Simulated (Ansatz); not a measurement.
# AlClH6N2: the cost of one run

Program: Ansatz 0.2.0. Level of theory: RKS PBE/def2-SVP. These are calculated values, not measurements.

### 1 The starting structure

Bond lengths: Al1–Cl3 2.230 Å, Al1–N4 1.920 Å, N4–H5 1.060 Å, N4–H6 1.060 Å, Al1–N7 2.220 Å, N7–H8 1.060 Å, N7–H9 1.060 Å. Angles: Cl3–Al1–N4 120.0°, Cl3–Al1–N7 96.8°, N4–Al1–N7 101.3°, Al1–N4–H5 120.0°, Al1–N4–H6 120.0°, H5–N4–H6 120.0°, Al1–N7–H8 120.0°, Al1–N7–H9 120.0°, H8–N7–H9 120.0°.

Structure file:

```xyz
10

Al    0.0000    0.0000    0.0000
H     0.0000    0.0000    1.9100
Cl    1.9312    0.0000   -1.1150
N    -1.6627    0.0000   -0.9600
H    -2.3316   -0.8164   -0.8614
H    -1.9118    0.8164   -1.5886
N     0.0995    2.1044    0.7000
H     0.4930    2.3259    1.6590
H    -0.2465    2.8877    0.0753
H     0.0486    1.0269    1.8385
```

### 2 Pulling towards end A

Springs on the bonds that form and break draw the guess towards this end; the thresholds are loose.

Contents of input.yaml:

```yaml
crystal:
  periodic: [false, false, false]
  atoms:
    - { symbol: Al, position_ang: [0.0, 0.0, 0.0] }
    - { symbol: H, position_ang: [0.0, 0.0, 1.91] }
    - { symbol: Cl, position_ang: [1.9312, 0.0, -1.115] }
    - { symbol: "N", position_ang: [-1.6627, 0.0, -0.96] }
    - { symbol: H, position_ang: [-2.3316, -0.8164, -0.8614] }
    - { symbol: H, position_ang: [-1.9118, 0.8164, -1.5886] }
    - { symbol: "N", position_ang: [0.0995, 2.1044, 0.7] }
    - { symbol: H, position_ang: [0.493, 2.3259, 1.659] }
    - { symbol: H, position_ang: [-0.2465, 2.8877, 0.0753] }
    - { symbol: H, position_ang: [0.0486, 1.0269, 1.8385] }
basis:
  gaussian: { orbitals: def2-SVP }
hamiltonian:
  xc: pbe
relax:
  f_tol: 0.15
  max_steps: 25
  restrain:
    - { distance: [0, 6], at: 3.12, k: 30.0 }
    - { distance: [9, 1], at: 1.86, k: 30.0 }
    - { distance: [0, 1], at: 1.56, k: 30.0 }
    - { distance: [9, 6], at: 1.06, k: 30.0 }
output:
  orbitals: {}
```

On the command line:

```console
$ ansatz run input.yaml --threads 2 --pin off --max-ram 3072MiB --backend cpu --events-out ev --progress --plain --runs-dir out
```

**Question.** How long does this run take on 2 threads of AMD EPYC 7R43 (Zen 3), shared host, and how much memory does it need?

About 20 s, with a peak of 0.14 GiB.
